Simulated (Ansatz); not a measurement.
# W (W, hcp): the cost of one run

Method: DFT BLYP, plane waves (420 eV) with PAW, scalar-relativistic; PAW files made under PBE, frozen cores solved again for the functional, in Ansatz 0.2.0.

## (1) The structure to begin with

It takes space group P6_3/mmc (No. 194, hexagonal). Conventional cell: a = 2.819 Å, b = 2.819 Å, c = 4.604 Å, α = 90.00°, β = 90.00°, γ = 120.00°. W (site symmetry -6m2) has 12 W at 2.82 Å as nearest neighbours.

Coordinates:

```cif
data_structure
_symmetry_space_group_name_H-M 'P 1'
_symmetry_Int_Tables_number 1
_cell_length_a 2.8194
_cell_length_b 2.8194
_cell_length_c 4.6041
_cell_angle_alpha 90.000
_cell_angle_beta 90.000
_cell_angle_gamma 120.000
_cell_volume 31.69
loop_
_atom_site_label
_atom_site_type_symbol
_atom_site_fract_x
_atom_site_fract_y
_atom_site_fract_z
_atom_site_occupancy
W1 W 0.33333 0.66667 0.25000 1
W2 W 0.66667 0.33333 0.75000 1
```

## (2) Geometry optimisation

input.yaml reads:

```yaml
crystal:
  lattice:
    - [2.8194054199, 0.0, 0.0]
    - [-1.40970271, 2.4416767172, 0.0]
    - [0.0, 0.0, 4.6040890507]
  atoms:
    - { symbol: W, position: [0.3333333333, 0.6666666667, 0.25] }
    - { symbol: W, position: [0.6666666667, 0.3333333333, 0.75] }
hamiltonian:
  xc: blyp
  pseudopotentials:
    kind: paw
    azcp:
      W: "pseudopotentials/W.paw.azcp"
basis:
  ecutwfc: 420
  fft_grid_basis: typed
kpoints:
  mp_grid: { grid: [13, 13, 7], shift: [0, 0, 0] }
magnetization:
  spin_polarized: false
scf:
  occupations: { method: fermi_dirac, width: 0.1 }
relax:
  max_steps: 60
  f_tol: 0.01
  cell: {}
```

What time and memory should one allow on 2 threads of an Arm CPU, shared host?

About 12 s, with a peak of 0.34 GiB.
